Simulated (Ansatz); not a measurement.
# MgGe2 in Ansatz: convergence with xc grid

Input of the first run (xc grid 1); the others differ in this setting and in those tied to it:

Contents of input.yaml:

```yaml
crystal:
  lattice:
    - [2.92506189, -3.06088458, 0.0]
    - [2.92506189, 3.06088458, 0.0]
    - [0.0, 0.0, 4.0956695]
  atoms:
    - { symbol: Mg, position: [0.5, 0.5, 0.5] }
    - { symbol: Ge, position: [0.5, 0.5, 0.0] }
    - { symbol: Ge, position: [0.0, 0.0, 0.0] }
hamiltonian:
  xc: pbe
  pseudopotentials: { kind: paw, source: jth }
kpoints:
  mp_grid: { grid: [5, 5, 6] }
scf:
  occupations: { method: gaussian, width: 0.1 }
output:
  forces: true
  stress: true
  eigenvalues: true
basis:
  xc_grid: 1
```

Potentials or basis: JTH PAW.

The run is started by

```sh
$ ansatz run input.yaml --threads 2 --pin off --max-ram 5632MiB --backend cpu --events-out ev --progress --plain --runs-dir out
```

The cell was built by a generator and needn't be a form met in nature.

Hardware: 2 threads of Arm Neoverse V1 (shared host).

| xc grid | energy less the tightest run, at zero smearing (meV/atom) | SCF cycles | CPU time (s) | peak memory (GiB) |
| --- | --- | --- | --- | --- |
| 1 | 0.00 | 10 | 13 | 0.51 |
| 2 | 0.00 | 10 | 13 | 0.52 |
| 3 | 0.00 | 10 | 14 | 0.59 |
| 4 | 0.00 | 10 | 15 | 0.75 |
| 5 | 0.00 | 10 | 16 | 1 |

Against the tightest run, the energy stays within 1 meV/atom from 1 on. The tightest run that finished is the yardstick and may itself not be fully converged.
